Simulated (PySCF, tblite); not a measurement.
# C₂H₈Ge₂OSi: geometry, infrared bands and NMR shifts

Wanted: the infrared bands and NMR shifts of C₂H₈Ge₂OSi (`C#C[SiH2][O][GeH2][GeH3]`), by calculation.

The runs use tblite 0.8.0 and PySCF 2.14.0, with density-fitted response routines of our own; the level of theory stands in each step. All values are computed, except where a source is named. Atoms count from 0, in the outputs and in this text.

**1. The molecule as given**

14 atoms, charge 0, multiplicity 1; geometry from: force field or distance geometry start.

Bonds of the start (Å): C0–C1 1.22, C1–Si2 1.80, Si2–O3 1.72, O3–Ge4 1.77, Ge4–Ge5 2.41, C0–H6 1.06, Si2–H7 1.46, Si2–H8 1.45, Ge4–H9 1.57, Ge4–H10 1.56, Ge5–H11 1.55, Ge5–H12 1.55, Ge5–H13 1.53.

**2. Relaxing the molecule with GFN2-xTB**

Job settings and geometry (Å):

```
{"job": {"kind": "relax", "xc": "GFN2-xTB", "basis": "xTB"}, "charge": 0, "multiplicity": 1}
C      4.034100    -0.785800    -1.098600
C      3.048500    -0.150900    -0.762700
Si     1.610600     0.801400    -0.231500
O      0.197900    -0.185400    -0.214500
Ge    -1.219600     0.869800    -0.093400
Ge    -3.060200    -0.208700     1.021000
H      4.879800    -1.348900    -1.404000
H      1.373700     1.857300    -1.211200
H      1.789300     1.347900     1.097500
H     -1.640600     1.245900    -1.562700
H     -0.778500     2.147300     0.687400
H     -2.656700    -0.415900     2.503700
H     -3.310300    -1.608200     0.403100
H     -4.268600     0.713900     0.843500
```

Command:

```console
$ OMP_NUM_THREADS=1 python probes_run.py task.json out
```

The driver reads the jobs from task.json and runs them one after another.

**Question.** This job is followed by: GFN2-xTB harmonic vibrations, gas phase; GIAO PBE0/pcSseg-1 NMR shielding, non-relativistic, gas phase. Predict these results of the whole session: strongest single infrared mode (GFN2-xTB); zero-point energy (GFN2-xTB); 13C shifts against TMS (PBE0/pcSseg-1); 1H shifts against TMS (PBE0/pcSseg-1, means over atoms taken as alike); 29Si shifts against TMS (PBE0/pcSseg-1); 17O shifts against H2O (PBE0/pcSseg-1); 73Ge shifts against GeMe4 (PBE0/pcSseg-1).

The runs gave:

| quantity | value |
| --- | --- |
| strongest single infrared mode (GFN2-xTB) | 752 cm⁻¹, 650 km/mol |
| zero-point energy (GFN2-xTB) | 46.7 kcal/mol |
| 13C shifts against TMS (PBE0/pcSseg-1) | 105.9, 92.9 ppm |
| 1H shifts against TMS (PBE0/pcSseg-1, means over atoms taken as alike) | 5.67, 5.18, 3.59, 2.11 ppm |
| 29Si shifts against TMS (PBE0/pcSseg-1) | -48.8 ppm |
| 17O shifts against H2O (PBE0/pcSseg-1) | -0.7 ppm |
| 73Ge shifts against GeMe4 (PBE0/pcSseg-1) | -47, -344 ppm |

Relaxing lowered the energy by 0.720 eV in 164 steps; the close pair that moved most is Si2–O3, from 1.723 to 1.626 Å. No mode is imaginary among the 36: a minimum at this level. The strongest single mode, at 752 cm⁻¹, is spread over several atoms, H10, H9, H13, H11 among them. Unscaled tight-binding wavenumbers are off by several per cent, some by more. Its intensities can rank the bands wrongly. At PBE0/pcSseg-1: The largest span, 402 ppm, is at Ge4, where the paramagnetic term is -1377 ppm. Spin-orbit coupling is left out, which matters for shieldings and couplings at and beside the heavy atoms.
